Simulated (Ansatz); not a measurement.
# Convergence study of Ni

Wanted: the cost and the effect of other mixers, smearings and limits on one cell of Ni. The cell (1 atom) is Ni in its experimental structure (space group Fm-3m). Source: COD entry 9013005; the sample's temperature and pressure aren't taken into account.

Method: DFT PBE, PAW, plane waves, scalar-relativistic, in Ansatz 0.2.0.

### Step 1. The system as given

It takes space group Fm-3m (No. 225, cubic). The conventional cell has a = 3.552 Å, b = 3.552 Å, c = 3.552 Å, α = 90.00°, β = 90.00°, γ = 90.00°. Ni (site symmetry m-3m) is surrounded by 12 Ni at 2.51 Å.

As a file:

```cif
data_structure
_symmetry_space_group_name_H-M 'P 1'
_symmetry_Int_Tables_number 1
_cell_length_a 2.5114
_cell_length_b 2.5114
_cell_length_c 2.5114
_cell_angle_alpha 60.000
_cell_angle_beta 60.000
_cell_angle_gamma 60.000
_cell_volume 11.20
loop_
_atom_site_label
_atom_site_type_symbol
_atom_site_fract_x
_atom_site_fract_y
_atom_site_fract_z
_atom_site_occupancy
Ni1 Ni 0.00000 0.00000 0.00000 1
```

Atoms are counted from 1 in the order of input.yaml (Ni1 and so on).

Changes shown after the default run: linear mixing, β 0.4, Kerker; Broyden, β 0.4, magnetisation mixing 1.6; direct minimisation; Broyden, β 0.4, magnetisation mixing 0.4; cold smearing, width 2.0 eV; Broyden, β 0.5, preconditioner Kerker scaled by the density of states; 1 band beyond the filled ones; Methfessel–Paxton smearing, width 2.0 eV; Gaussian smearing, width 0.05 eV.

The search for lower states is off throughout, and inputs that name a mixer don't switch to direct minimisation unless they say so. Spin is collinear, with starting moments Ni1 2.00 μB. β is the mixing step of the charge; the magnetisation has a step of its own, which the program sets unless it is named.

### Step 2. Default SCF settings

input.yaml reads:

```yaml
crystal:
  lattice:
    - [0.0, 1.7758, 1.7758]
    - [1.7758, 0.0, 1.7758]
    - [1.7758, 1.7758, 0.0]
  atoms:
    - { symbol: Ni, position: [0.0, 0.0, 0.0], spin: 2.0 }
magnetization:
  spin_polarized: true
hamiltonian:
  xc: pbe
  pseudopotentials: { kind: paw }
basis:
  ecutwfc: 420
kpoints:
  mp_grid: { grid: [13, 13, 13] }
scf:
  occupations: { method: fermi_dirac, width: 0.1 }
  lower_state_search: "off"
output:
  forces: true
  stress: true
```

Launch:

```
$ ansatz run input.yaml --threads 2 --pin off --max-ram 5120MiB --backend cpu --events-out ev --progress --plain --runs-dir out
```

**Question.** Each change named above is then made alone on this input. How many iterations does the default take, and what do the changes move? Wanted: largest shift of the free energy by occupations, cutoff, mesh or field.

**Answer**, as computed:

| quantity | value |
| --- | --- |
| default run | 10 iterations, ferromagnetic, site moments Ni1 0.67 μB, total 0.63 μB per cell, no gap on the k-mesh |
| fewest iterations to that state among the runs shown (an iteration of direct minimisation costs more) | 10 (default SCF settings) |
| most iterations to it | 26 (linear mixing, β 0.4, Kerker) |
| runs that end in another state, among changes of path alone | 0 |
| largest shift of the free energy by occupations, cutoff, mesh or field | +493 meV/atom (cold smearing, width 2.0 eV) |

What this shows: 7 runs solve the same problem and reach the default's state, in 10 to 26 iterations: there the settings change the path, not the answer. Occupations, cutoff, mesh and fields change the problem that is solved, not just the path; the largest shift here is that of “cold smearing, width 2.0 eV”. Other settings tried on this cell gave no result: Broyden, β 1.2, history 8 (input refused). Counts include iterations that the program adds to test a close, so a difference of one or two ranks nothing. The starting density is a sum of atomic densities.
